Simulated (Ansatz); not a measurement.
This script makes cell relaxations under several functionals of Ni, space group P6_3/mmc with Ansatz 0.2.0 through its Python package.

`lattice_ni.py`
```python
import ansatz as az
from ase import Atoms
import numpy as np

def edges_and_angles(cell):
    cell = np.asarray(cell)
    a, b, c = np.linalg.norm(cell, axis=1)
    cosines = cell[1] @ cell[2] / (b * c), cell[0] @ cell[2] / (a * c), cell[0] @ cell[1] / (a * b)
    return (a, b, c, *np.degrees(np.arccos(cosines)))

atoms = Atoms(
    ['Ni', 'Ni'],
    scaled_positions=[
        [1 / 3, 2 / 3, 0.25],
        [2 / 3, 1 / 3, 0.75],
    ],
    cell=[
        [2.44802, 0.0, 0.0],
        [-1.22401, 2.12005, 0.0],
        [0.0, 0.0, 4.07281],
    ],
    pbc=True,
)
atoms.set_initial_magnetic_moments([1.5, 1.5])
xtal = az.Crystal.from_ase(atoms)

base = (
    xtal.calculation()
    .basis(470)
    .kpoints(spacing=0.24)
    .occupations('fermi_dirac', width=0.1)
    .spin(az.SpinTreatment.COLLINEAR)
    .relax(cell=True)
)

levels = [('r2scan', 'none'), ('lda', 'none'), ('r2scan', 'rvv10')]
print('level            a       b       c    alpha   beta  gamma  V/atom  steps')
for name, dispersion in levels:
    seen = []
    run = base.functional(name, dispersion=dispersion).session().plan()
    outcome = run.execute(on_event=lambda e: seen.append(e) if e['event'] == 'relax_step' else None)
    cell = outcome.lattice.cell_ang
    label = name if dispersion == 'none' else f'{name}+{dispersion}'
    print('{:13s} {:7.4f} {:7.4f} {:7.4f} {:6.2f} {:6.2f} {:6.2f}'.format(label, *edges_and_angles(cell)), f'{abs(np.linalg.det(cell)) / len(outcome.lattice.sites):7.3f} {len(seen):5d}')
```

Rank the levels of theory by the volume of the relaxed cell.

From smallest to largest: LDA (10.08 Å³ an atom, -4.7 % against the start), r2SCAN+RVV10 (10.42 Å³ an atom, -1.4 % against the start) and r2SCAN (10.53 Å³ an atom, -0.3 % against the start). The spread is 4.5 % in volume.

The run itself:

Running `python lattice_ni.py` prints:
```text
level            a       b       c    alpha   beta  gamma  V/atom  steps
DeckWarning: basis.ecutwfc = 470 eV is below the records' recommended 500 eV, and the density's cutoff is lower with it unless basis.ecutrho_ratio is high enough to keep the records' density cutoff: compare with a run at a higher cutoff
r2scan         2.4500  2.4500  4.0522  90.00  90.00 120.00  10.532     4
lda            2.4211  2.4211  3.9700  90.00  90.00 120.00  10.077     6
r2scan+rvv10   2.4415  2.4415  4.0372  90.00  90.00 120.00  10.421     5
```
(Warnings from the package without file and line.)

Caveats:
- The cutoff lies under the one recommended for these potentials in some of the runs.
- The magnetic order follows from the starting moments and needn't be the lowest.
- Forces vanish by symmetry, so the ions can't move, and the end may be a saddle.
- Dispersion corrections can be off by several per cent in the lattices of metals, and by several GPa in the pressure at a fixed cell.
- The mesh is modest for a metal, so energies can be off by several to tens of meV an atom and pressures by half a GPa or more; differences at equal mesh fare better.
- r2SCAN tends to overestimate the moments of itinerant magnets.
- This isn't the structure that Ni takes at ambient conditions.
- Timing: 3.4 min on 1 thread of Arm Neoverse V1, on a shared host, peak memory 0.54 GiB.
